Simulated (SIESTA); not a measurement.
## AgRh under changes of volume

One of the cells (16.385 Å³/atom); the others are scaled copies at fixed shape and fractional positions:

```
Ag Rh
1.0
     2.79598    0.00000    0.00000
    -1.39799    2.42139    0.00000
     0.00000    0.00000    4.84045
Ag Rh
1 1
Direct
  0.00000 0.00000 0.50000
  0.66667 0.33333 0.00000
```

The cell comes from a database or a generator and needn't be the stable form of this composition.

| Property | Result |
| --- | --- |
| Program | SIESTA 5.4.2 |
| Functional | PBE |
| Potentials or basis | PseudoDojo 0.4 standard (PBE files) |
| Basis | DZP (energy shift 0.003 Ry; two zetas on semicore shells) |
| Grid cutoff | 800 Ry |
| Energy shift | 0.003 Ry |
| k mesh | 11 × 11 × 6 |
| Occupations | fermi-dirac, width 0.05 eV |
| Spin | no spin polarisation |

```tsv
volume (Å³/atom)	energy over the lowest point (meV/atom)	pressure (GPa)
15.100	25.07	10.5
15.421	8.54	6.2
15.743	0.00	2.5
16.385	3.17	-3.7
16.707	13.38	-6.2
17.028	?	?
```

Question: What does the run at 17.028 Å³/atom give?

Answer: Energy over the lowest point 28.30 meV/atom; pressure -8.4 GPa.

Worked out: A Birch-Murnaghan fit of order 3 (a polynomial in V^(-2/3)) to the other rows has its minimum at 15.98 Å³/atom with B0 = V·E''(V) = 159 GPa and B' = 5.2 at fixed shape and positions, which overstates the stiffness. It gives 28.37 meV/atom at 17.028 Å³/atom, against the run's 28.30, and -dE/dV = -8.6 GPa, against -8.4.

Energies are extrapolated to zero smearing.

Caveats: short orbitals over semicore shells can move pressures by several GPa; the basis of atomic orbitals isn't converged, which shifts pressures, moduli and gaps.
